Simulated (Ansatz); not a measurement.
# GeH₅O (doublet): wave-function methods side by side at distance O1–H3 along a hydrogen transfer = 1.168 Å, cc-pVDZ

The task here is to estimate one member of a computed series from the others.

Program: Ansatz 0.2.0, Gaussian basis. Level of theory: cc-pVDZ, core rule «outside noble gas», up to 15 orbitals frozen. These are calculated values, not measurements.

The runs, in order: UHF; CCSD(T) on ROHF; CCSD(T) on UHF; BCCD(T) on ROHF; CISD; CCSDT(Q) on ROHF; CCSDT(Q) on UHF; CASSCF and MRCISD+Q, 3 electrons in 3 orbitals; CASSCF and NEVPT2, 3 electrons in 3 orbitals.

4 further runs of the same task are left out: 4 that didn't finish.

### What is computed

The geometry derives from fragments relaxed apart (PBE0/def2-TZVP) and kept rigid, so it is no stationary point. A hydrogen atom is moved between rigid fragments. No spin-orbit coupling is included. The filled d shell of Ge may be among the frozen orbitals whatever the setting's name suggests; the logs give the count.

7 atoms, charge 0, spin multiplicity 2.

Atoms are counted from 1 here; the program's logs count them from 0.

Bond lengths: O1–H2 0.960 Å, O1–H3 1.168 Å, Ge4–H5 1.539 Å, Ge4–H6 1.539 Å, Ge4–H7 1.539 Å. Angles: H2–O1–H3 105.1°, H5–Ge4–H6 111.2°, H5–Ge4–H7 111.2°, H6–Ge4–H7 111.2°.

The first run:

in.yaml reads:

```yaml
crystal:
  periodic: [false, false, false]
  atoms:
    - {symbol: O, position_ang: [-2.625779, -0.009969, -0.000001]}
    - {symbol: H, position_ang: [-2.875089, 0.916606, -0.000001]}
    - {symbol: H, position_ang: [-1.457779, -0.009969, -0.000001]}
    - {symbol: Ge, position_ang: [0.594221, -0.009969, 0.000000]}
    - {symbol: H, position_ang: [1.062888, -1.475884, 0.000000]}
    - {symbol: H, position_ang: [1.062890, 0.722988, -1.269519]}
    - {symbol: H, position_ang: [1.062889, 0.722988, 1.269520]}
basis:
  gaussian: {orbitals: cc-pVDZ}
magnetization: {spin_polarized: true, initial_magnetization: 1}
hamiltonian: {xc: hf}
output: {orbitals: {seedname: orbitals}}
```

Run with:

```sh
$ ansatz run in.yaml --threads 1 --pin off --events-out ev --progress --plain --max-ram 2502MiB
```

Among the steps run: UHF; CCSD(T) on ROHF; CCSD(T) on UHF; BCCD(T) on ROHF; CISD; CCSDT(Q) on ROHF; CCSDT(Q) on UHF; CASSCF and MRCISD+Q, 3 electrons in 3 orbitals; CASSCF and NEVPT2, 3 electrons in 3 orbitals.

One table of the session follows, with a row left open; its other results are not shown here.

| method | from UCCSDT(Q) (meV) |
| --- | --- |
| ROHF | +9576.4 |
| UHF | +9446.5 |
| RMP2 | +1156.2 |
| UMP2 | +1202.4 |
| CISD | +1098.8 |
| RCCSD | +229.9 |
| UCCSD | +223.4 |
| RCCSD(T) | +46.7 |
| UCCSD(T) | +44.1 |
| BCCD(T) | +46.3 |
| RCCSDT | ? |
| UCCSDT | +19.9 |
| RCCSDT(Q) | +3.3 |
| UCCSDT(Q) | 0 |
| CASSCF pair | +8784.4 |
| NEVPT2 pair | +1139.4 |
| MRCISD pair | +941.1 |
| MRCISD+Q pair | +142.6 |

**Question.** Estimate the row for RCCSDT.

**Answer.** from UCCSDT(Q) (meV): +23.2. In the column «from UCCSDT(Q) (meV)» it lies between UCCSDT (+19.9) and UCCSD(T) (+44.1).

Caveats from the session: Restricted and unrestricted rows rest on different reference determinants; where their highest levels disagree by more than a few hundredths of an eV, they describe different states and don't form one ladder.
